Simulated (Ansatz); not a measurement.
# TaCuO2: relaxing cell and atoms

Aim: in TaCuO2, a known structure type filled with other elements, at an estimated volume, relax cell and atoms, then read levels, charges and fields where it ends.

Computed, not measured: Ansatz 0.2.0, DFT, PBE, spin-orbit coupling, plane waves, PAW.

### 1 The structure

It takes space group R-3m (No. 166, trigonal). The conventional cell has a = 3.195 Å, b = 3.195 Å, c = 17.768 Å, α = 90.00°, β = 90.00°, γ = 120.00°. Ta (site symmetry -3m) is surrounded by 6 O at 2.03 Å. Around Cu (site symmetry -3m) lie 2 O at 2.11 Å. O (site symmetry 3m) is surrounded by 3 Ta at 2.03 Å and 1 Cu at 2.11 Å.

Its coordinates follow in the input file.

It starts from an earlier solution of the starting cell (checkpoint.read).

### 2 The walk to rest

The input, input.yaml:

```yaml
crystal:
  lattice:
    - [3.195305, 0.0, 0.0]
    - [-1.597652, 2.767219, 0.0]
    - [0.0, -1.84481, 5.922593]
  atoms:
    - { symbol: Ta, position: [0.5, 0.0, 0.5] }
    - { symbol: Cu, position: [0.0, 0.0, 0.0] }
    - { symbol: O, position: [0.119, 0.238, 0.357] }
    - { symbol: O, position: [0.881, 0.762, 0.643] }
  symmetry: { tolerance: 0.0003 }
kpoints:
  mp_grid: { grid: [7, 7, 7], shift: [0, 0, 0] }
magnetization:
  noncollinear: true
  spin_orbit: true
scf:
  occupations: { method: fermi_dirac }
  lower_state_search: "off"
hamiltonian:
  pseudopotentials: { kind: paw_fr }
  xc: pbe
basis:
  ecutwfc: 420
  fft_grid_basis: typed
relax:
  max_steps: 60
  cell: { p_target: 0.0 }
  f_tol: 0.03
output:
  forces: true
  stress: true
  eigenvalues: true
  bader: true
  populations: true
  elf: true
  write_potential: true
  volumetric_format: npy
  dos:
    e_range: [-12, 8]
    de: 0.05
    projected: { site_lists: { Cu: [Cu], O: [O], Ta: [Ta] } }
    method: { smearing: { sigma: 0.1, scheme: gaussian } }
  write_density: true
checkpoint:
  read: saved_state
```

Run with:

```
ansatz run input.yaml --threads 2 --pin off --max-ram 2560MiB --backend cpu --events-out ev --progress --plain --runs-dir out
```

Q: Predict the outcome of this session. Wanted: moves; energy gained; largest move; cell; volume; pressure at the end; character; Bader charges; moments.

**Answer**, as computed:

```
                                                 quantity                                                                        value
                                                    moves                                                                            9
                                            energy gained                                                               332.6 meV/atom
                                             largest move                                                                   0.42 Å (O)
                     space group (0.01 Å), before / after                                                                  R-3m / R-3m
                                                     cell  a = 2.898 Å, b = 2.898 Å, c = 6.706 Å, α = 102.48°, β = 90.00°, γ = 120.00°
                                                   volume                                                       11.81 Å³/atom (-9.8 %)
                                      pressure at the end                                                                     0.02 GPa
           formation energy (elements from separate runs)                                                                -1.49 eV/atom
                                                character                                                                        metal
density of states, mean within 0.25 eV of the Fermi level                                                         0.86 per eV per cell
                                            Bader charges                                                Ta +1.93, Cu +0.52, O -1.22 e
                                                  moments                                                                         none
```

**Reading.** The volume shrank by 9.8 %, and the largest move of an atom is 0.42 Å apart from the change of the cell; the energy fell by 332.6 meV per atom. The shape changed more than that tells: the edges moved by -9, -9, +8 %. With 12 symmetry operations imposed, the end may be a saddle point towards distortions that break them. The cell is metallic; within 0.25 eV of the Fermi level the density of states averages 0.86 per eV per cell, mostly Ta d (64 %) and O p (21 %). Against the elements' reference phases (Ta bcc, Cu fcc, O2 molecule; separate runs with the same functional) the formation energy is -1.49 eV per atom, which says nothing yet of rival compounds. Ta loses most charge (+1.93 e on average) and O gains most (-1.22 e).

Keep in mind: a 3d oxide or halide that comes out metallic without a U or exact exchange, which may be an insulator in nature; the k mesh is coarse for a cell without a gap.
